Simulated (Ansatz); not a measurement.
# Sn4SeS3: the cost of one run

Program: Ansatz 0.2.0. Level of theory: DFT PBEsol, scalar-relativistic, plane waves, PAW. These are calculated values, not measurements.

That is the level of the relaxation; later steps name their own.

## (1) The starting structure

It takes space group P2_1 (No. 4, monoclinic). The conventional cell has a = 8.040 Å, b = 4.370 Å, c = 11.293 Å, α = 90.00°, β = 90.00°, γ = 90.00°. Around Sn (site symmetry 1) lie 3 S at 2.65 to 2.69 Å. Sn (site symmetry 1) is surrounded by 2 Se at 2.65 to 2.69 Å and 1 S at 2.69 Å. Around Sn (site symmetry 1) lie 2 S at 2.65 to 2.69 Å and 1 Se at 2.69 Å. Se (site symmetry 1) has 3 Sn at 2.65 to 2.69 Å as nearest neighbours. S (site symmetry 1) is surrounded by 3 Sn at 2.65 to 2.69 Å.

As a file:

```
Sn Se S
1.0
    11.29276    0.00000    0.00000
     0.00000    8.04004    0.00000
     0.00000    0.00000    4.36989
Sn Se S
8 2 6
Direct
  0.11940 0.12500 0.11980
  0.11940 0.62500 0.11980
  0.38060 0.37500 0.61980
  0.38060 0.87500 0.61980
  0.61940 0.12500 0.38020
  0.61940 0.62500 0.38020
  0.88060 0.37500 0.88020
  0.88060 0.87500 0.88020
  0.85080 0.12500 0.47930
  0.64920 0.37500 0.97930
  0.85080 0.62500 0.47930
  0.64920 0.87500 0.97930
  0.35080 0.12500 0.02070
  0.35080 0.62500 0.02070
  0.14920 0.37500 0.52070
  0.14920 0.87500 0.52070
```

(A quick probe on a coarse mesh, which set the mesh and smearing, is not shown.)

## (3) Rough relaxation on the coarse mesh

Input file input.yaml:

```yaml
crystal:
  lattice:
    - [11.29275712, 0.0, 0.0]
    - [0.0, 8.04003976, 0.0]
    - [0.0, 0.0, 4.36989369]
  atoms:
    - { symbol: Sn, position: [0.1194, 0.125, 0.1198] }
    - { symbol: Sn, position: [0.1194, 0.625, 0.1198] }
    - { symbol: Sn, position: [0.3806, 0.375, 0.6198] }
    - { symbol: Sn, position: [0.3806, 0.875, 0.6198] }
    - { symbol: Sn, position: [0.6194, 0.125, 0.3802] }
    - { symbol: Sn, position: [0.6194, 0.625, 0.3802] }
    - { symbol: Sn, position: [0.8806, 0.375, 0.8802] }
    - { symbol: Sn, position: [0.8806, 0.875, 0.8802] }
    - { symbol: Se, position: [0.8508, 0.125, 0.4793] }
    - { symbol: S, position: [0.8508, 0.625, 0.4793] }
    - { symbol: Se, position: [0.6492, 0.375, 0.9793] }
    - { symbol: S, position: [0.6492, 0.875, 0.9793] }
    - { symbol: S, position: [0.3508, 0.125, 0.0207] }
    - { symbol: S, position: [0.3508, 0.625, 0.0207] }
    - { symbol: S, position: [0.1492, 0.375, 0.5207] }
    - { symbol: S, position: [0.1492, 0.875, 0.5207] }
basis:
  ecutwfc: 420
kpoints:
  mp_grid: { grid: [2, 4, 4] }
hamiltonian:
  xc: pbesol
scf:
  occupations: { method: gaussian, width: 0.1 }
output:
  forces: true
  stress: true
  eigenvalues: true
relax:
  adjacent_minimum: "off"
  f_tol: 0.05
  max_steps: 80
  cell: { stress_tol: 0.5 }
```

Command:

```bash
$ ansatz run input.yaml --threads 4 --pin off --max-ram 10240MiB --backend cpu --events-out ev --progress --plain --runs-dir out
```

Q: Estimate wall time and peak memory on 4 threads of AMD EPYC 9R45 (Zen 5), shared host.

About 45 s, with a peak of 1.5 GiB.
